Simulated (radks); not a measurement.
**Tc²⁺ in [Kr] 4d5: an all-electron calculation**

What are the levels of the technetium ion Tc2+, how large are its shells, and how does its energy divide?

Program: radks (a radial shooting solver on a logarithmic mesh, Libxc functionals) version 1. Level of theory: Dirac Kohn-Sham, PW91, spin-unpolarised, spherical densities, finite nucleus; open shells fill j = l - 1/2 first. These are calculated values, not measurements, unless marked.

### 1 The system

```
element            : technetium (Z = 43)
charge             : +2
electrons          : 41
configuration      : [Kr] 4d5
nuclear rms radius : 4.4112 fm
```

### 2 The run

Input:

```text
Z 43
configuration [Kr] 4d5 5s0 5p0
relativity Dirac
functional pw91,pw91
spin unpolarised
j_filling energy
nucleus finite rms 4.4112 fm
c 137.035999084
```

Run with:

```sh
python run_ks.py task.json out
```

All runs below come from this command, one after another.

What does the calculation give?

As calculated:

```
                        quantity                   value
                    total energy     -4286.10943 hartree
exchange-correlation share of it                  3.01 %
                            −T/E                  1.0387
          highest occupied level       4d5/2, -22.365 eV
    most extended occupied level  4d5/2, <r> = 1.63 bohr
 radius at density 0.001 e/bohr³               3.55 bohr
    maxima of the radial density                       4
         ionisation energy, NIST   29.550 (semi-emp.) eV
```

4 principal shells are occupied and 4 maxima appear in the radial density. Relativity lifts −T/E to 1.039. Minus the highest eigenvalue, 22.365 eV, is 76 % of the tabulated ionisation energy (29.550 eV); the potential of a semilocal functional falls off too fast, so its top eigenvalue is too shallow. Spin polarisation and multiplet splitting are left out.
